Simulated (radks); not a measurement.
# Rh⁺ with its nuclear charge varied continuously

The task here is to estimate one member of a computed series from the others.

Method: Dirac Kohn-Sham, PBE, spin-unpolarised, spherical densities, point nucleus; open shells fill j = l - 1/2 first. Code: radks (a radial shooting solver on a logarithmic mesh, Libxc functionals) version 1.

**The atom as given**

| Quantity | Value |
| --- | --- |
| element | rhodium (Z = 45) |
| charge | +1 |
| electrons | 44 |
| configuration | [Kr] 4d8 |

The first run:

The run's settings:

```text
Z 45
configuration [Kr] 4d8
relativity Dirac
functional pbe,pbe
spin unpolarised
j_filling energy
nucleus point
c 137.035999084
```

Steps of the session up to this table: Z = 45.

One of the session's tables, all rows but one given; the rest of the session is left out.

It belongs to the step «Z = 45». Sizes of the orbitals, from the radial functions (bohr):

```
level     <r>  outermost maximum (interpolated)  90 % within  nodes
3p3/2  0.3938                             0.348        0.593      1
3d3/2  0.3684                             0.290        0.585      0
3d5/2  0.3718                             0.293        0.590      0
4s1/2       ?                                 ?            ?      ?
4p1/2   1.062                             0.929         1.57      2
4p3/2   1.093                             0.953         1.62      2
4d3/2   1.534                              1.14         2.48      1
4d5/2   1.556                              1.15         2.52      1
```

Q: Estimate the row for 4s1/2 from the others.

The run gave: <r>: 0.9812; outermost maximum (interpolated): 0.882; 90 % within: 1.43; nodes: 3. In the column «<r>» it lies between 3p3/2 (0.3938) and 4p1/2 (1.062).
